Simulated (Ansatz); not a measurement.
# ZrCH3 (quartet): geometry optimisation

Where does this start of ZrCH3 (quartet) end when it is relaxed?

Method: UKS PBE0/def2-TZVP; program: Ansatz 0.2.0, Gaussian basis.

### Step 1. Where the work starts

5 atoms, charge 0, spin multiplicity 4.

Atoms are counted from 1 here; the program's logs count them from 0.

Bond lengths: Zr1–C2 2.210 Å, C2–H3 1.110 Å, C2–H4 1.110 Å, C2–H5 1.110 Å. Angles: Zr1–C2–H3 108.9°, Zr1–C2–H4 108.9°, Zr1–C2–H5 108.9°, H3–C2–H4 110.1°, H3–C2–H5 110.1°, H4–C2–H5 110.1°.

As a file:

```tsv
atom	x (Å)	y (Å)	z (Å)
Zr1	-0.3228	0.0023	0.0019
C2	1.8866	-0.0135	-0.0109
H3	2.2384	-1.0668	-0.0077
H4	2.2548	0.5138	0.8945
H5	2.2443	0.5048	-0.9255
```

The start was built by rule and, where that kept it together, relaxed with GFN2-xTB. Sticks and bond lists go by distance. No spin-orbit coupling is included. Elements past krypton take def2 core potentials.

### Step 2. The run

in.yaml

```yaml
crystal:
  periodic: [false, false, false]
  atoms:
    - {symbol: Zr, position_ang: [-0.322842, 0.002306, 0.001857]}
    - {symbol: C, position_ang: [1.886648, -0.013477, -0.010851]}
    - {symbol: H, position_ang: [2.238352, -1.066797, -0.007686]}
    - {symbol: H, position_ang: [2.254831, 0.513828, 0.894457]}
    - {symbol: H, position_ang: [2.244299, 0.504843, -0.925521]}
basis:
  gaussian: {orbitals: def2-TZVP}
magnetization: {spin_polarized: true, initial_magnetization: 3}
hamiltonian: {xc: pbe0}
relax: {f_tol: 0.004, max_steps: 80}
```

Run with:

```
> ansatz run in.yaml --threads 1 --pin off --events-out ev --progress --plain --max-ram 2176MiB
```

Before running it: what results should come out? Wanted: energy gained; shift from the start; total energy; dipole moment; ⟨S²⟩.

**Answer**, as computed:

| quantity | value |
| --- | --- |
| steps | 4 |
| energy gained | 0.015 eV |
| shift from the start (rms) | 0.021 Å |
| total energy | -2361.5538 eV |
| dipole moment | 1.81 D |
| ⟨S²⟩ | 3.755 |

The bonds of the start are those of the end. Zr1–C2 went from 2.210 to 2.198 Å. No vibrations were run, so this is a stationary point, not a proven minimum, and this spin need not be the ground state's.
